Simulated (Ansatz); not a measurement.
# F2H4OSi: the cost of one run

Computed with Ansatz 0.2.0, Gaussian basis. Level: PBE0-D4, def2-SVP first, then def2-TZVP.

152 further runs of the same task are left out: 152 set aside as unsound or not needed.

## Step 1: The starting structure

The guess: 8 atoms, charge 0, spin multiplicity 1.

Atoms are counted from 1 here; the program's logs count them from 0.

Bond lengths: Si1–F3 1.598 Å, Si1–F4 1.627 Å, Si1–H5 1.438 Å, Si1–O7 1.746 Å, H6–O7 1.150 Å, O7–H8 0.977 Å. Angles: F3–Si1–F4 96.9°, F3–Si1–H5 119.4°, F3–Si1–O7 106.3°, F4–Si1–H5 96.1°, F4–Si1–O7 91.5°, H5–Si1–O7 132.1°, Si1–O7–H6 89.6°, Si1–O7–H8 127.3°, H6–O7–H8 141.6°.

As a file:

```
Si   -0.6106    0.1765   -0.0423
H    -0.1574   -1.5662   -0.3558
F    -0.6683    0.4766   -1.6108
F    -0.5267    1.7257    0.4493
H    -1.8238   -0.1425    0.6617
H     0.9786   -1.1705   -0.0283
O     1.0709   -0.0871    0.3458
H     1.7373    0.5874    0.5803
```

Distances that are to change: Si1–O7 1.75 Å, H2–H6 1.25 Å, Si1–H2 1.83 Å, H6–O7 1.15 Å.

## Step 2: Relaxing the guess with the reacting distances held

File hold/in.yaml:

```yaml
crystal:
  periodic: [false, false, false]
  atoms:
    - {symbol: Si, position_ang: [-0.610600, 0.176500, -0.042300]}
    - {symbol: H, position_ang: [-0.157400, -1.566200, -0.355800]}
    - {symbol: F, position_ang: [-0.668300, 0.476600, -1.610800]}
    - {symbol: F, position_ang: [-0.526700, 1.725700, 0.449300]}
    - {symbol: H, position_ang: [-1.823800, -0.142500, 0.661700]}
    - {symbol: H, position_ang: [0.978600, -1.170500, -0.028300]}
    - {symbol: O, position_ang: [1.070900, -0.087100, 0.345800]}
    - {symbol: H, position_ang: [1.737300, 0.587400, 0.580300]}
basis:
  gaussian: {orbitals: def2-SVP}
hamiltonian: {xc: pbe0, dispersion: d4}
relax: {f_tol: 0.04, max_steps: 150, escape_saddle: false, constraints: [{distance: [0, 6]}, {distance: [1, 5]}, {distance: [0, 1]}, {distance: [5, 6]}]}
```

The run is started by

```bash
ansatz run in.yaml --threads 4 --pin off --events-out ev --progress --plain --max-ram 9574MiB
```

**Question.** How long does this run take on 4 threads of Arm Neoverse V2, shared host?

About 8 s.
